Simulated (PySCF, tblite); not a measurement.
# C7H13ClSi: geometry, infrared bands and NMR shifts

What infrared bands and NMR shifts should C7H13ClSi (`C=C(CCl)[C@@H]1CCC[SiH2]1`) show?

Computed with tblite 0.8.0 and PySCF 2.14.0, with density-fitted response routines of our own, on a single molecule in the gas phase. Atoms are numbered from 0 throughout.

### 1 The starting structure

22 atoms, charge 0, multiplicity 1; geometry from: force field or distance geometry start.

Bonds of the start (Å): C0–C1 1.35, C1–C2 1.50, C2–Cl3 1.79, C1–C4 1.53, C4–C5 1.56, C5–C6 1.55, C6–C7 1.55, C7–Si8 1.91, Si8–C4 2.00, C0–H9 1.10, C0–H10 1.08, C2–H11 1.11, C2–H12 1.10, C4–H13 1.11, C5–H14 1.09, C5–H15 1.08, C6–H16 1.09, C6–H17 1.09, C7–H18 1.09, C7–H19 1.10, Si8–H20 1.49, Si8–H21 1.49.

### 2 Optimising the geometry with GFN2-xTB

Job settings and geometry (Å):

```
{"job": {"kind": "relax", "xc": "GFN2-xTB", "basis": "xTB"}, "charge": 0, "multiplicity": 1}
C     -1.997400    -1.536200     0.038500
C     -1.605400    -0.250200    -0.086600
C     -2.621600     0.852500    -0.104300
Cl    -2.795600     1.517200    -1.761100
C     -0.140900     0.157700    -0.209300
C      0.923500    -0.959500    -0.427100
C      2.320000    -0.331400    -0.217800
C      2.337800     0.360700     1.167100
Si     0.604500     1.136700     1.365100
H     -3.063900    -1.790300     0.121500
H     -1.321600    -2.373700     0.045100
H     -3.624400     0.496000     0.197100
H     -2.369500     1.678000     0.573800
H     -0.034800     0.866600    -1.051900
H      0.799900    -1.768400     0.298100
H      0.841900    -1.384300    -1.418000
H      3.106300    -1.091900    -0.266000
H      2.516200     0.393100    -1.006700
H      3.125700     1.107400     1.234700
H      2.480700    -0.383500     1.962200
H      0.576200     2.608700     1.109500
H     -0.067800     0.714100     2.622900
```

The run is started by

```
$ OMP_NUM_THREADS=1 python probes_run.py task.json out
```

This one command runs all jobs of the session in turn.

Output:

```text
step      E/eV     max force
  0    -758.23350    1.385
  1    -758.30108    0.726
  2    -758.34458    0.578
  3    -758.37095    0.385
  4    -758.38307    0.235
  5    -758.39135    0.203
  6    -758.39797    0.222
  7    -758.40409    0.212
  8    -758.40828    0.167
  9    -758.41130    0.126
 10    -758.41368    0.094
 11    -758.41591    0.105
 12    -758.41777    0.093
 13    -758.41904    0.076
 14    -758.41990    0.058
 15    -758.42064    0.052
 16    -758.42140    0.072
 17    -758.42202    0.063
 18    -758.42237    0.038
 19    -758.42260    0.031
 20    -758.42281    0.042
 21    -758.42306    0.052
 22    -758.42328    0.038
 23    -758.42345    0.030
 24    -758.42360    0.029
 25    -758.42376    0.035
 26    -758.42388    0.031
 27    -758.42396    0.021
 28    -758.42400    0.017
 29    -758.42405    0.017
 30    -758.42412    0.022
 31    -758.42419    0.026
 32    -758.42428    0.028
 33    -758.42437    0.025
 34    -758.42448    0.024
 35    -758.42458    0.021
 36    -758.42465    0.024
 37    -758.42469    0.020
 38    -758.42473    0.015
 39    -758.42477    0.015
 40    -758.42480    0.012
 41    -758.42482    0.013
 42    -758.42484    0.011
 43    -758.42486    0.012
 44    -758.42487    0.009
```

Run time: 0.47 s. Hardware: 1 thread of Arm Neoverse V1, shared host; peak memory 0.18 GiB.

Relaxation path: (not every step is listed)

| step | energy from step 0 (eV) | largest force (eV/Å) |
| --- | --- | --- |
| 0 | 0.0000 | 1.3845 |
| 1 | -0.0676 | 0.7257 |
| 2 | -0.1111 | 0.5777 |
| 3 | -0.1374 | 0.3849 |
| 4 | -0.1496 | 0.2345 |
| 5 | -0.1578 | 0.2031 |
| 6 | -0.1645 | 0.2219 |
| 7 | -0.1706 | 0.2120 |
| 8 | -0.1748 | 0.1670 |
| 11 | -0.1824 | 0.1047 |
| 14 | -0.1864 | 0.0582 |
| 17 | -0.1885 | 0.0631 |
| 20 | -0.1893 | 0.0420 |
| 23 | -0.1899 | 0.0297 |
| 26 | -0.1904 | 0.0306 |
| 29 | -0.1905 | 0.0166 |
| 32 | -0.1908 | 0.0277 |
| 35 | -0.1911 | 0.0214 |
| 38 | -0.1912 | 0.0145 |
| 39 | -0.1913 | 0.0149 |
| 40 | -0.1913 | 0.0121 |
| 41 | -0.1913 | 0.0135 |
| 42 | -0.1913 | 0.0110 |
| 43 | -0.1914 | 0.0124 |
| 44 | -0.1914 | 0.0091 |

Distances of close pairs at the start and the end, largest changes first:

| bond | before (Å) | after (Å) | change (Å) |
| --- | --- | --- | --- |
| C4–Si8 | 1.998 | 1.924 | -0.074 |
| C1–C4 | 1.525 | 1.491 | -0.035 |
| Si8–H20 | 1.494 | 1.466 | -0.029 |
| C4–C5 | 1.558 | 1.531 | -0.028 |
| C0–C1 | 1.350 | 1.327 | -0.024 |
| C0–H9 | 1.099 | 1.077 | -0.022 |
| Si8–H21 | 1.487 | 1.466 | -0.021 |
| C5–C6 | 1.545 | 1.525 | -0.020 |

The end geometry stands in the next job.

### 3 Infrared spectrum with GFN2-xTB

Job settings and geometry (Å):

```
{"job": {"kind": "ir", "xc": "GFN2-xTB", "basis": "xTB"}, "charge": 0, "multiplicity": 1}
C     -1.969970    -1.534344     0.051001
C     -1.553357    -0.280561    -0.068919
C     -2.548059     0.838895    -0.082933
Cl    -2.668004     1.539573    -1.731899
C     -0.135048     0.159367    -0.198208
C      0.902446    -0.944156    -0.418830
C      2.280536    -0.321718    -0.218849
C      2.289512     0.362910     1.151521
Si     0.548750     1.113994     1.325626
H     -3.016068    -1.771255     0.149123
H     -1.296600    -2.371519     0.054627
H     -3.549412     0.499957     0.178854
H     -2.239620     1.656164     0.570015
H     -0.088313     0.841356    -1.054889
H      0.768112    -1.733087     0.323521
H      0.804708    -1.388765    -1.411344
H      3.066831    -1.075442    -0.293614
H      2.456271     0.421353    -0.999854
H      3.098965     1.086722     1.222769
H      2.463672    -0.380931     1.929821
H      0.505763     2.567402     1.141967
H     -0.131527     0.733471     2.567288
```

Output:

```text
mode    cm-1     km/mol
  1      27.5      0.68
  2      53.0      0.92
  3      89.7      0.21
  4     145.2      1.45
  5     169.0      0.47
  6     231.6      0.21
  7     291.1      0.36
  8     336.6      3.26
  9     422.1      6.83
 10     439.2      6.24
 11     468.6     34.37
 12     516.4     28.24
 13     526.7      0.83
 14     570.8      5.98
 15     618.2      1.10
 16     658.9    217.99
 17     711.1      8.87
 18     724.0    113.40
 19     749.0      1.44
 20     779.8    216.24
 21     789.0     94.47
 22     873.4      8.93
 23     881.5     24.06
 24     916.3      5.65
 25     938.0      5.47
 26     949.5      0.79
 27     979.9      1.24
 28    1000.1     18.62
 29    1041.9      8.99
 30    1080.2     12.59
 31    1105.3      9.31
 32    1129.9      3.62
 33    1157.4      6.74
 34    1172.5     17.19
 35    1222.4      9.93
 36    1227.6     10.83
 37    1237.4     18.69
 38    1272.3      3.18
 39    1297.0      9.01
 40    1329.9      6.48
 41    1344.9     19.95
 42    1415.7      2.04
 43    1438.9      3.08
 44    1481.1      2.06
 45    1498.0      1.12
 46    1506.9      0.19
 47    1704.5     36.42
 48    2242.7    432.07
 49    2251.6    164.78
 50    2913.3     31.08
 51    2961.8     19.50
 52    2968.8     31.14
 53    2969.9     14.41
 54    2980.2      8.79
 55    2984.1     70.23
 56    2986.6     98.74
 57    2992.1      9.68
 58    3012.5     34.01
 59    3108.2     23.87
 60    3148.1     27.61
```

Run time: 1.2 s. Hardware: 1 thread of Arm Neoverse V1, shared host; peak memory 0.18 GiB.

Which atoms move in the most intense modes:

| cm⁻¹ | km/mol | atoms |
| --- | --- | --- |
| 659 | 218.0 | H21 40 %, H20 38 % |
| 724 | 113.4 | Si8 23 %, C7 20 % |
| 780 | 216.2 | H21 46 %, H20 43 % |
| 789 | 94.5 | C7 32 %, H18 30 %, Si8 11 % |
| 2243 | 432.1 | H21 64 %, H20 32 % |
| 2252 | 164.8 | H20 65 %, H21 33 % |
| 2984 | 70.2 | H17 33 %, H16 29 %, H15 19 %, H19 11 % |
| 2987 | 98.7 | H19 44 %, H14 29 % |

### 4 Shielding tensors: PBE0/pcSseg-1

Same as in step 3 but for these lines:

```diff
@@ -1,2 +1,2 @@
-{"job": {"kind": "ir", "xc": "GFN2-xTB", "basis": "xTB"}, "charge": 0, "multiplicity": 1}
+{"job": {"kind": "nmr", "xc": "PBE0", "basis": "pcSseg-1"}, "charge": 0, "multiplicity": 1}
 C     -1.969970    -1.534344     0.051001
```

Method: GIAO PBE0/pcSseg-1 NMR shielding, non-relativistic, gas phase.

Output:

```text
coarse grid: 18912 points
cycle   1  E = -1023.4587612830  dE =  9.918e-01  |g| = 4.754e-01  |ddm| = 4.259e+00
cycle   2  E = -1023.4351318954  dE =  2.363e-02  |g| = 5.716e-01  |ddm| = 1.036e+00
cycle   3  E = -1023.5196882096  dE = -8.456e-02  |g| = 6.764e-02  |ddm| = 6.239e-01
cycle   4  E = -1023.5206095571  dE = -9.213e-04  |g| = 3.353e-02  |ddm| = 1.055e-01
cycle   5  E = -1023.5208532112  dE = -2.437e-04  |g| = 1.248e-02  |ddm| = 4.192e-02
cycle   6  E = -1023.5208903383  dE = -3.713e-05  |g| = 2.902e-03  |ddm| = 1.457e-02
cycle   7  E = -1023.5208923023  dE = -1.964e-06  |g| = 8.249e-04  |ddm| = 3.726e-03
final grid: 171968 points
cycle   8  E = -1023.5742977911  dE = -5.852e-05  |g| = 9.472e-03  |ddm| = 4.352e-02
cycle   9  E = -1023.5742870451  dE =  1.075e-05  |g| = 1.126e-02  |ddm| = 2.036e-02
cycle  10  E = -1023.5743207297  dE = -3.368e-05  |g| = 1.159e-03  |ddm| = 1.201e-02
cycle  11  E = -1023.5743209812  dE = -2.515e-07  |g| = 4.350e-04  |ddm| = 1.555e-03
cycle  12  E = -1023.5743210264  dE = -4.524e-08  |g| = 1.196e-04  |ddm| = 4.904e-04
cycle  13  E = -1023.5743210298  dE = -3.409e-09  |g| = 3.031e-05  |ddm| = 1.538e-04
cycle  14  E = -1023.5743210300  dE = -2.160e-10  |g| = 6.857e-06  |ddm| = 3.668e-05
converged SCF energy = -1023.5743210300

GIAO shielding tensors (ppm)
atom      isotropic    diamagn.    paramagn.     s11        s22        s33       span
  0 C       72.929     252.350    -179.421    -25.268     86.661    157.395    182.663
  1 C       29.050     258.173    -229.123    -92.301     25.685    153.768    246.069
  2 C      128.801     244.789    -115.989    107.718    134.052    144.632     36.914
  3 Cl     826.906    1146.021    -319.115    620.659    780.367   1079.691    459.033
  4 C      151.541     252.704    -101.163    124.465    152.667    177.491     53.026
  5 C      151.826     248.032     -96.206    129.938    156.664    168.875     38.937
  6 C      156.106     248.504     -92.398    135.854    160.368    172.095     36.241
  7 C      176.254     253.368     -77.114    157.147    172.070    199.546     42.400
  8 Si     375.783     881.108    -505.325    328.506    371.806    427.039     98.533
  9 H       26.463      30.215      -3.752     23.610     24.815     30.964      7.354
 10 H       26.682      33.075      -6.393     23.780     24.348     31.919      8.139
 11 H       27.527      29.082      -1.555     21.988     27.359     33.233     11.245
 12 H       27.772      28.762      -0.990     23.509     27.476     32.331      8.822
 13 H       29.084      32.449      -3.366     23.626     28.240     35.385     11.759
 14 H       30.278      33.984      -3.706     25.249     30.077     35.509     10.261
 15 H       29.729      32.023      -2.294     24.608     27.976     36.604     11.996
 16 H       29.496      29.687      -0.191     23.915     27.224     37.350     13.435
 17 H       30.252      31.293      -1.041     26.121     28.026     36.610     10.489
 18 H       30.621      29.039       1.582     25.621     27.310     38.933     13.313
 19 H       30.751      30.544       0.207     26.260     27.657     38.335     12.075
 20 H       27.297      29.765      -2.469     23.253     25.895     32.741      9.487
 21 H       27.911      30.027      -2.116     24.314     26.391     33.028      8.714
```

It took 57 s on 1 thread of Arm Neoverse V1, shared host; peak memory 0.98 GiB.

The references, computed at this level on geometries of the same kind, shield at (ppm): 1H TMS 31.72, 13C TMS 186.9, 29Si TMS 349.2, 35Cl HCl 950. Their shielding less the atom's gives the shift. The references are single molecules in the gas phase.

| atoms | environment | σ (ppm) | δ (ppm) | δ scaled to CDCl3 |
| --- | --- | --- | --- | --- |
| C1 | fully substituted alkene carbon | 29.1 | 157.9 | 152.2 |
| C0 | terminal =CH2 carbon | 72.9 | 114.0 | 109.3 |
| C2 | allylic sp3 CH2 bonded to Cl | 128.8 | 58.1 | 54.8 |
| C4 | allylic sp3 CH bonded to Si | 151.5 | 35.4 | 32.6 |
| C5 | sp3 CH2 in a ring | 151.8 | 35.1 | 32.3 |
| C6 | sp3 CH2 in a ring | 156.1 | 30.8 | 28.2 |
| C7 | sp3 CH2 bonded to Si | 176.3 | 10.7 | 8.5 |
| H9 | hydrogen on a terminal =CH2 carbon | 26.46 | 5.25 | 5.06 |
| H10 | hydrogen on a terminal =CH2 carbon | 26.68 | 5.03 | 4.85 |
| H20 | hydrogen on a silicon bonded to 2 C, in a 5-membered ring | 27.30 | 4.42 | – |
| H11 | hydrogen on an allylic sp3 CH2 bonded to Cl | 27.53 | 4.19 | 4.06 |
| H12 | hydrogen on an allylic sp3 CH2 bonded to Cl | 27.77 | 3.95 | 3.82 |
| H21 | hydrogen on a silicon bonded to 2 C, in a 5-membered ring | 27.91 | 3.81 | – |
| H13 | hydrogen on an allylic sp3 CH bonded to Si | 29.08 | 2.63 | 2.59 |
| H16 | hydrogen on an sp3 CH2 in a ring | 29.50 | 2.22 | 2.20 |
| H15 | hydrogen on an sp3 CH2 in a ring | 29.73 | 1.99 | 1.98 |
| H17 | hydrogen on an sp3 CH2 in a ring | 30.25 | 1.46 | 1.49 |
| H14 | hydrogen on an sp3 CH2 in a ring | 30.28 | 1.44 | 1.46 |
| H18 | hydrogen on an sp3 CH2 bonded to Si | 30.62 | 1.10 | 1.14 |
| H19 | hydrogen on an sp3 CH2 bonded to Si | 30.75 | 0.97 | 1.02 |
| Cl3 | chlorine bonded to C | 827 | 123 | – |
| Si8 | silicon bonded to 2 C, 2 H, in a 5-membered ring | 375.8 | -26.6 | – |

The scaled column applies a straight-line fit of computed shieldings to shifts measured in CDCl3, with any fitted terms for Cl, Br or S neighbours (root-mean-square error 0.16 ppm for H, 1.9 ppm for C).

The run also stored atomic charges by several schemes (e):

| atoms | Mulliken | IAO | Hirshfeld | ESP fit |
| --- | --- | --- | --- | --- |
| C0 | -0.05 | -0.34 | -0.11 | -0.49 |
| C1 | -0.32 | 0.03 | 0.00 | 0.14 |
| C2 | -0.12 | -0.23 | -0.03 | -0.48 |
| Cl3 | -0.16 | -0.12 | -0.08 | -0.12 |
| C4 | -0.48 | -0.38 | -0.11 | 0.03 |
| C5 | -0.18 | -0.25 | -0.07 | -0.12 |
| C6 | -0.19 | -0.25 | -0.07 | -0.05 |
| C7 | -0.53 | -0.54 | -0.16 | -0.22 |
| Si8 | 0.66 | 0.72 | 0.34 | 0.33 |

Mayer bond orders: C0–C1 1.98, C1–C2 1.05, C2–Cl3 0.98, C1–C4 0.98, C4–C5 1.03, C5–C6 1.04, C6–C7 1.02, C7–Si8 0.93, Si8–C4 0.85.

Ring of atoms C4, C5, C6, C7, Si8: NICS(0) -5.0, NICS(1) -3.9, NICS(1)zz -1.4 ppm (means of both faces).

### 5 Results

| quantity | value |
| --- | --- |
| strongest single infrared mode (GFN2-xTB) | 2243 cm⁻¹, 432 km/mol |
| zero-point energy (GFN2-xTB) | 111.6 kcal/mol |
| 13C shifts against TMS (PBE0/pcSseg-1) | 157.9, 114.0, 58.1, 35.4, 35.1, 30.8, 10.7 ppm |
| 1H shifts against TMS (PBE0/pcSseg-1) | 5.25, 5.03, 4.42, 4.19, 3.95, 3.81, 2.63, 2.22, 1.99, 1.46, 1.44, 1.10, 0.97 ppm |
| 35Cl shifts against HCl (PBE0/pcSseg-1) | 123 ppm |
| 29Si shifts against TMS (PBE0/pcSseg-1) | -26.6 ppm |

Over 44 steps the energy fell by 0.191 eV; of the close pairs, C4–Si8 changed most, 1.998 to 1.924 Å. No mode is imaginary among the 60: a minimum at this level. The strongest single mode, at 2243 cm⁻¹, moves mainly H21 and H20. Unscaled tight-binding wavenumbers are off by several per cent, some by more. Its intensities can rank the bands wrongly. The most deshielded carbon is C1 (fully substituted alkene carbon), at 157.9 ppm: an sp2 carbon of a C=C bond. At PBE0/pcSseg-1: Shielding is most anisotropic at Cl3 (span 459 ppm, paramagnetic term -319 ppm).
